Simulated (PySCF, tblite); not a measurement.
# C₆H₁₁BO₂: infrared bands, NMR shifts and electronic excitations at several levels of theory, part 2 of 2

tblite 0.8.0 and PySCF 2.14.0. Atoms count from 0. The steps go on from the part before.

## 7. Nuclear shieldings: PBE/pcSseg-1

What the job is given:

```
{"job": {"kind": "nmr", "xc": "PBE", "basis": "pcSseg-1", "pop": false}, "charge": 0, "multiplicity": 1}
C      3.309118     0.174883     0.185333
C      2.175233     0.226345    -0.515167
C      0.988143     1.063089    -0.157075
C     -0.191508     0.255264     0.374510
C     -0.746975    -0.763256    -0.608033
C     -2.007065    -1.392939    -0.047308
O     -2.940459    -0.416586     0.361320
B     -2.516255     0.819644     0.729028
O     -1.204930     1.176721     0.747759
H      4.142004    -0.464395    -0.119039
H      3.448840     0.779008     1.088027
H      2.087760    -0.393040    -1.416842
H      0.634698     1.628331    -1.037239
H      1.255834     1.803046     0.612725
H      0.139439    -0.275727     1.287331
H     -0.975168    -0.256391    -1.562365
H      0.000340    -1.543191    -0.819159
H     -2.495827    -2.032468    -0.798785
H     -1.761278    -2.036774     0.816317
H     -3.340425     1.638037     1.051432
```

Method: GIAO PBE/pcSseg-1 NMR shielding, non-relativistic, gas phase.

Log:

```text
coarse grid: 16600 points
cycle   1  E = -409.7752236937  dE =  9.816e-01  |g| = 9.553e-01  |ddm| = 3.962e+00
cycle   2  E = -409.3861133790  dE =  3.891e-01  |g| = 1.705e+00  |ddm| = 2.302e+00
cycle   3  E = -409.9505830182  dE = -5.645e-01  |g| = 2.125e-01  |ddm| = 1.647e+00
cycle   4  E = -409.9591659476  dE = -8.583e-03  |g| = 6.596e-02  |ddm| = 1.986e-01
cycle   5  E = -409.9601132059  dE = -9.473e-04  |g| = 2.344e-02  |ddm| = 7.436e-02
cycle   6  E = -409.9601826397  dE = -6.943e-05  |g| = 1.622e-02  |ddm| = 2.975e-02
cycle   7  E = -409.9602501792  dE = -6.754e-05  |g| = 2.059e-03  |ddm| = 1.300e-02
cycle   8  E = -409.9602512058  dE = -1.027e-06  |g| = 8.005e-04  |ddm| = 2.574e-03
final grid: 159968 points
cycle   9  E = -410.0614478831  dE = -3.824e-05  |g| = 2.068e-02  |ddm| = 4.541e-02
cycle  10  E = -410.0612433133  dE =  2.046e-04  |g| = 3.852e-02  |ddm| = 4.006e-02
cycle  11  E = -410.0615322075  dE = -2.889e-04  |g| = 4.476e-03  |ddm| = 2.797e-02
cycle  12  E = -410.0615368793  dE = -4.672e-06  |g| = 9.933e-04  |ddm| = 4.267e-03
cycle  13  E = -410.0615371064  dE = -2.271e-07  |g| = 3.815e-04  |ddm| = 1.080e-03
cycle  14  E = -410.0615371437  dE = -3.732e-08  |g| = 7.092e-05  |ddm| = 3.655e-04
cycle  15  E = -410.0615371449  dE = -1.155e-09  |g| = 1.984e-05  |ddm| = 7.486e-05
cycle  16  E = -410.0615371449  dE = -8.492e-11  |g| = 6.331e-06  |ddm| = 2.040e-05
converged SCF energy = -410.0615371449

GIAO shielding tensors (ppm)
atom      isotropic    diamagn.    paramagn.     s11        s22        s33       span
  0 C       55.045     252.455    -197.409    -53.598     71.240    147.494    201.093
  1 C       38.611     256.772    -218.161    -81.321     42.878    154.278    235.599
  2 C      131.949     246.849    -114.899    110.124    134.145    151.579     41.455
  3 C      103.449     248.989    -145.540     83.398     98.900    128.050     44.652
  4 C      144.336     254.746    -110.410    130.341    149.890    152.776     22.435
  5 C      114.655     247.322    -132.668     96.318     98.336    149.310     52.992
  6 O      186.759     392.804    -206.045     55.465    174.865    329.948    274.484
  7 B       73.436     199.111    -125.675     56.549     72.766     90.993     34.444
  8 O      157.665     394.964    -237.299     33.733    153.685    285.577    251.845
  9 H       25.805      28.045      -2.240     22.905     24.928     29.582      6.677
 10 H       25.727      30.437      -4.710     22.217     25.256     29.708      7.491
 11 H       25.199      32.105      -6.905     22.498     23.917     29.183      6.685
 12 H       29.143      31.099      -1.956     26.691     28.497     32.242      5.551
 13 H       28.647      31.799      -3.152     25.261     28.208     32.472      7.210
 14 H       27.457      34.204      -6.748     24.741     27.071     30.559      5.818
 15 H       29.775      33.568      -3.792     26.008     29.506     33.811      7.803
 16 H       29.374      33.784      -4.410     24.964     29.238     33.920      8.956
 17 H       27.064      28.306      -1.242     22.508     26.700     31.985      9.477
 18 H       27.099      30.500      -3.402     22.889     26.299     32.107      9.218
 19 H       27.023      28.833      -1.810     23.731     26.252     31.087      7.356
```

Run time: 94 s. Hardware: 1 thread of Arm Neoverse N1, shared host; peak memory 0.93 GiB.

This run: δ C1 141.4, C0 125.0, C3 76.6, C5 65.4, H11 6.00, H10 5.47 ppm.

## 8. NMR shieldings: PBE0/pcSseg-1 in chloroform

Same as in step 7 but for these lines:

```diff
@@ -1,2 +1,2 @@
-{"job": {"kind": "nmr", "xc": "PBE", "basis": "pcSseg-1", "pop": false}, "charge": 0, "multiplicity": 1}
+{"job": {"kind": "nmr", "xc": "PBE0", "basis": "pcSseg-1", "solvent": "chloroform", "pop": true}, "charge": 0, "multiplicity": 1}
 C      3.309118     0.174883     0.185333
```

With the program's defaults for keys left out, this is: GIAO PBE0/pcSseg-1 NMR shielding, non-relativistic, IEF-PCM chloroform.

Log:

```text
coarse grid: 16600 points
cycle   1  E = -409.9140000346  dE =  1.223e+00  |g| = 7.822e-01  |ddm| = 3.879e+00
cycle   2  E = -409.8267184320  dE =  8.728e-02  |g| = 1.067e+00  |ddm| = 1.228e+00
cycle   3  E = -410.0278164113  dE = -2.011e-01  |g| = 9.058e-02  |ddm| = 7.479e-01
cycle   4  E = -410.0292928305  dE = -1.476e-03  |g| = 3.261e-02  |ddm| = 8.290e-02
cycle   5  E = -410.0295406191  dE = -2.478e-04  |g| = 7.771e-03  |ddm| = 3.033e-02
cycle   6  E = -410.0295509783  dE = -1.036e-05  |g| = 3.936e-03  |ddm| = 7.736e-03
cycle   7  E = -410.0295545793  dE = -3.601e-06  |g| = 3.900e-04  |ddm| = 2.718e-03
final grid: 159968 points
cycle   8  E = -410.1042359412  dE = -4.665e-05  |g| = 1.213e-02  |ddm| = 3.219e-02
cycle   9  E = -410.1042135339  dE =  2.241e-05  |g| = 1.665e-02  |ddm| = 1.827e-02
cycle  10  E = -410.1042652371  dE = -5.170e-05  |g| = 1.370e-03  |ddm| = 1.059e-02
cycle  11  E = -410.1042656456  dE = -4.084e-07  |g| = 1.909e-04  |ddm| = 1.136e-03
cycle  12  E = -410.1042656513  dE = -5.698e-09  |g| = 1.101e-04  |ddm| = 2.088e-04
cycle  13  E = -410.1042656540  dE = -2.716e-09  |g| = 3.147e-05  |ddm| = 9.614e-05
cycle  14  E = -410.1042656542  dE = -2.287e-10  |g| = 7.283e-06  |ddm| = 2.827e-05
converged SCF energy = -410.1042656542

GIAO shielding tensors (ppm)
atom      isotropic    diamagn.    paramagn.     s11        s22        s33       span
  0 C       57.318     253.619    -196.301    -58.074     76.125    153.903    211.977
  1 C       40.751     257.042    -216.291    -86.233     47.151    161.335    247.568
  2 C      139.370     246.877    -107.507    117.997    141.631    158.483     40.486
  3 C      110.774     248.772    -137.998     91.164    104.517    136.639     45.475
  4 C      150.877     254.362    -103.485    138.884    155.486    158.262     19.378
  5 C      121.348     246.843    -125.495    102.626    105.587    155.831     53.205
  6 O      204.111     393.580    -189.469     73.870    196.285    342.177    268.307
  7 B       77.296     197.893    -120.596     60.884     76.481     94.524     33.640
  8 O      176.340     396.218    -219.878     51.831    177.796    299.393    247.562
  9 H       25.715      27.997      -2.282     22.720     24.681     29.743      7.023
 10 H       25.636      30.225      -4.589     22.045     24.920     29.943      7.898
 11 H       25.137      31.774      -6.636     22.396     23.846     29.170      6.774
 12 H       29.207      31.069      -1.862     26.445     28.456     32.720      6.275
 13 H       28.719      31.845      -3.126     24.975     28.249     32.932      7.957
 14 H       27.573      33.933      -6.361     24.708     27.083     30.927      6.219
 15 H       29.751      33.306      -3.555     25.685     29.359     34.209      8.524
 16 H       29.384      33.368      -3.984     24.554     29.034     34.564     10.010
 17 H       27.147      28.344      -1.198     22.372     26.599     32.469     10.098
 18 H       27.198      30.217      -3.019     22.846     26.297     32.451      9.605
 19 H       27.234      28.954      -1.719     23.789     26.364     31.551      7.762
```

Wall time 73 s (1 thread of Arm Neoverse N1, shared host); peak memory 1.2 GiB.

This run: δ C1 144.4, C0 127.8, C3 74.4, C5 63.8, H11 6.11, H10 5.61 ppm.

## 9. Side by side: NMR shifts

Shifts (ppm) of some atoms, chosen among heavy atoms and hydrogens apart, with basis size and wall time:

```csv
run,C1,C0,C3,H14,H16,O8,O6,functions,time
PBE0/pcSseg-1,142.6,127.4,73.3,3.55,1.68,158.4,130.5,208,69 s
PBE/pcSseg-1,141.4,125.0,76.6,3.74,1.82,177.0,147.9,208,94 s
PBE0/pcSseg-1 in chloroform,144.4,127.8,74.4,3.67,1.86,164.6,136.9,208,73 s
```

## 10. Summary of results

The summary covers parts 1 to 2.

```
                                   quantity                                                                 value
  strongest single infrared mode (GFN2-xTB)                                                 1241 cm⁻¹, 333 km/mol
               zero-point energy (GFN2-xTB)                                                        103.1 kcal/mol
                                point group                                                                    C1
       rotational constants (main isotopes)                                                  4.10, 0.91, 0.79 GHz
     13C shifts against TMS (PBE0/pcSseg-1)                              142.6, 127.4, 73.3, 62.7, 45.6, 33.9 ppm
      1H shifts against TMS (PBE0/pcSseg-1)  5.96, 5.55, 5.46, 4.11, 4.01, 3.93, 3.55, 2.55, 1.99, 1.68, 1.38 ppm
     17O shifts against H2O (PBE0/pcSseg-1)                                                      158.4, 130.5 ppm
11B shifts against BF3·OEt2 (PBE0/pcSseg-1)                                                              23.6 ppm
       lowest singlet (CAM-B3LYP/def2-SVPD)                                           7.32 eV (169 nm), f = 0.381
                             lowest triplet                                                               4.34 eV
          vertical ionisation energy (ΔSCF)                                                               9.87 eV
                   range of the shift of O8                                                    158.4 to 177.0 ppm
```

What this shows: Single values in the summary come from the first run of each kind that ended normally (PBE0/pcSseg-1; CAM-B3LYP/def2-SVPD), which need not be the best level. Relaxing lowered the energy by 1.740 eV in 103 steps; the close pair that moved most is O6–B7, from 1.468 to 1.352 Å (GFN2-xTB). All 54 modes are real, so the xTB geometry is a minimum. The strongest single mode, at 1241 cm⁻¹, is spread over many atoms; the largest shares are those of B7, H16. GFN2-xTB is a fitted tight-binding method: band positions and strengths are rough. Its intensities can rank the bands wrongly. Over 9 steps the energy fell by 0.179 eV; of the close pairs, C0–H9 changed most, 1.044 to 1.093 Å (PBE0/def2-SVP). C1 (alkene CH) lies farthest downfield among carbon, at 142.6 ppm; as expected for a trigonal carbon in a double bond. The most deshielded hydrogen is H11 (hydrogen on an alkene CH), at 5.96 ppm: olefinic region. At PBE0/pcSseg-1: The widest tensor belongs to O6: span 266 ppm, with a paramagnetic part of -189 ppm. The first singlet state (HOMO→LUMO 0.73, HOMO→LUMO+3 0.10) lies at 7.32 eV and is bright. The lowest triplet lies 2.98 eV below the lowest singlet (triplets in Tamm-Dancoff, singlets in full TDDFT). The orbital energy would give 9.05 eV for ionisation, ΔSCF gives 9.87 eV. Across the 3 runs the shift of O8 moves most, between 158.4 (PBE0/pcSseg-1) and 177.0 ppm (PBE/pcSseg-1).
